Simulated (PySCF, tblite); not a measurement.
# C₆H₁₁NOSi: geometry, infrared bands and NMR shifts

Wanted: the infrared bands and NMR shifts of C₆H₁₁NOSi (`CC[SiH2]/C=C(\C#N)OC`), by calculation.

Computed with tblite 0.8.0 and PySCF 2.14.0, with density-fitted response routines of our own, on a single molecule in the gas phase. Atoms are numbered from 0 throughout.

### 1 The starting structure

20 atoms, charge 0, multiplicity 1; geometry from: force field or distance geometry start.

Bonds of the start (Å): C0–C1 1.54, C1–Si2 1.86, Si2–C3 1.83, C3–C4 1.35, C4–C5 1.44, C5–N6 1.16, C4–O7 1.38, O7–C8 1.42, C0–H9 1.10, C0–H10 1.09, C0–H11 1.09, C1–H12 1.11, C1–H13 1.10, Si2–H14 1.50, Si2–H15 1.47, C3–H16 1.09, C8–H17 1.10, C8–H18 1.10, C8–H19 1.09.

### 2 Relaxing the molecule with GFN2-xTB

The job: settings as JSON, then the geometry in Å.

```
{"job": {"kind": "relax", "xc": "GFN2-xTB", "basis": "xTB"}, "charge": 0, "multiplicity": 1}
C      2.808700     0.247800     0.864800
C      2.056900     1.218500    -0.064500
Si     1.128300     0.426000    -1.463500
C     -0.172100    -0.726900    -0.892400
C     -1.315000    -0.479100    -0.219200
C     -1.708800     0.854900     0.139900
N     -2.020900     1.931500     0.447800
O     -2.103300    -1.572200     0.095900
C     -3.349200    -1.298400     0.728900
H      2.105100    -0.442700     1.363600
H      3.534900    -0.344700     0.313100
H      3.326800     0.803900     1.647100
H      1.362100     1.812300     0.557100
H      2.793100     1.916500    -0.479600
H      0.478400     1.489300    -2.292500
H      2.061100    -0.316400    -2.319600
H      0.062300    -1.762700    -1.126300
H     -3.869200    -2.252400     0.893000
H     -3.198600    -0.820500     1.709400
H     -3.985800    -0.673900     0.094000
```

Started as:

```bash
> OMP_NUM_THREADS=1 python probes_run.py task.json out
```

One launch serves the whole session: the jobs run in the order shown.

**Question.** This job is followed by: GFN2-xTB harmonic vibrations, gas phase; GIAO PBE0/pcSseg-1 NMR shielding, non-relativistic, gas phase. Predict these results of the whole session: strongest single infrared mode (GFN2-xTB); zero-point energy (GFN2-xTB); 13C shifts against TMS (PBE0/pcSseg-1); 1H shifts against TMS (PBE0/pcSseg-1, means over atoms taken as alike); 29Si shifts against TMS (PBE0/pcSseg-1); 15N shifts against NH3 (PBE0/pcSseg-1); 17O shifts against H2O (PBE0/pcSseg-1).

As calculated:

```
                                                              quantity                                     value
                             strongest single infrared mode (GFN2-xTB)                     2231 cm⁻¹, 366 km/mol
                                          zero-point energy (GFN2-xTB)                             95.9 kcal/mol
                                13C shifts against TMS (PBE0/pcSseg-1)  150.1, 121.7, 118.1, 58.2, 11.3, 6.7 ppm
1H shifts against TMS (PBE0/pcSseg-1, means over atoms taken as alike)          6.06, 4.45, 3.99, 1.10, 1.04 ppm
                               29Si shifts against TMS (PBE0/pcSseg-1)                                 -47.8 ppm
                                15N shifts against NH3 (PBE0/pcSseg-1)                                 330.1 ppm
                                17O shifts against H2O (PBE0/pcSseg-1)                                 118.1 ppm
```

What this shows: Over 89 steps the energy fell by 0.189 eV; of the close pairs, Si2–C3 changed most, 1.829 to 1.882 Å. All 54 modes are real, so the xTB geometry is a minimum. The strongest single mode, at 2231 cm⁻¹, moves mainly H15. Unscaled tight-binding wavenumbers are off by several per cent, some by more. Its intensities can rank the bands wrongly. C4 (alkene carbon bearing oxygen) lies farthest downfield among carbon, at 150.1 ppm; an sp2 carbon further deshielded by the attached heteroatom. The most deshielded hydrogen is H16 (hydrogen on a β carbon of an enol-ether or enamine type C=C), at 6.06 ppm: attached to an sp2 carbon and in the plane of the double bond. At PBE0/pcSseg-1: The largest span, 445 ppm, is at N6, where the paramagnetic term is -404 ppm.
